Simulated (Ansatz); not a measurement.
# FH8NOSi: the cost of one run

Method: PBE0-D4, def2-SVP first, then def2-TZVP; program: Ansatz 0.2.0, Gaussian basis.

191 further runs of the same task are left out: 1 that didn't finish, 190 set aside as unsound or not needed.

## (1) Where the work starts

The guess: 12 atoms, charge 0, spin multiplicity 1.

Atoms are counted from 1 here; the program's logs count them from 0.

Bond lengths: Si1–H3 1.494 Å, Si1–H4 1.456 Å, Si1–N5 1.723 Å, Si1–O7 1.878 Å, N5–H10 1.007 Å, N5–H11 1.007 Å, H6–O7 1.003 Å, O7–H12 0.961 Å. Angles: H3–Si1–H4 100.2°, H3–Si1–N5 96.0°, H3–Si1–O7 88.6°, H4–Si1–N5 140.0°, H4–Si1–O7 108.1°, N5–Si1–O7 108.6°, Si1–N5–H10 120.7°, Si1–N5–H11 117.8°, H10–N5–H11 110.2°, Si1–O7–H6 112.6°, Si1–O7–H12 111.4°, H6–O7–H12 108.9°.

Coordinates:

| atom | x (Å) | y (Å) | z (Å) |
| --- | --- | --- | --- |
| Si1 | -0.51700 | -0.70340 | 0.33490 |
| H2 | 0.82070 | 0.34480 | 1.10880 |
| H3 | -1.48360 | -1.49740 | -0.48150 |
| H4 | -0.03340 | -1.73660 | 1.23980 |
| N5 | -1.45190 | 0.74340 | 0.36430 |
| H6 | 1.43110 | -0.07030 | -1.00120 |
| O7 | 0.62570 | -0.64880 | -1.15480 |
| H8 | 1.68610 | 0.78380 | 0.59980 |
| F9 | 2.40420 | 0.95680 | -0.35930 |
| H10 | -1.19270 | 1.51010 | 0.96340 |
| H11 | -2.45400 | 0.65640 | 0.32490 |
| H12 | 0.16470 | -0.33880 | -1.93920 |

Distances that are to change: Si1–O7 1.88 Å, H6–F9 1.55 Å, H2–H8 1.10 Å, Si1–H2 1.87 Å, H6–O7 1.00 Å, H8–F9 1.21 Å.

## (2) Relaxing the guess with the reacting distances held

Contents of hold/in.yaml:

```yaml
crystal:
  periodic: [false, false, false]
  atoms:
    - {symbol: Si, position_ang: [-0.517000, -0.703400, 0.334900]}
    - {symbol: H, position_ang: [0.820700, 0.344800, 1.108800]}
    - {symbol: H, position_ang: [-1.483600, -1.497400, -0.481500]}
    - {symbol: H, position_ang: [-0.033400, -1.736600, 1.239800]}
    - {symbol: N, position_ang: [-1.451900, 0.743400, 0.364300]}
    - {symbol: H, position_ang: [1.431100, -0.070300, -1.001200]}
    - {symbol: O, position_ang: [0.625700, -0.648800, -1.154800]}
    - {symbol: H, position_ang: [1.686100, 0.783800, 0.599800]}
    - {symbol: F, position_ang: [2.404200, 0.956800, -0.359300]}
    - {symbol: H, position_ang: [-1.192700, 1.510100, 0.963400]}
    - {symbol: H, position_ang: [-2.454000, 0.656400, 0.324900]}
    - {symbol: H, position_ang: [0.164700, -0.338800, -1.939200]}
basis:
  gaussian: {orbitals: def2-SVP}
hamiltonian: {xc: pbe0, dispersion: d4}
relax: {f_tol: 0.04, max_steps: 150, escape_saddle: false, constraints: [{distance: [0, 6]}, {distance: [5, 8]}, {distance: [1, 7]}, {distance: [0, 1]}, {distance: [5, 6]}, {distance: [7, 8]}]}
```

On the command line:

```console
$ ansatz run in.yaml --threads 4 --pin off --events-out ev --progress --plain --max-ram 9574MiB
```

**Question.** How long does this run take on 4 threads of Arm Neoverse V1, shared host?

About 22 s.
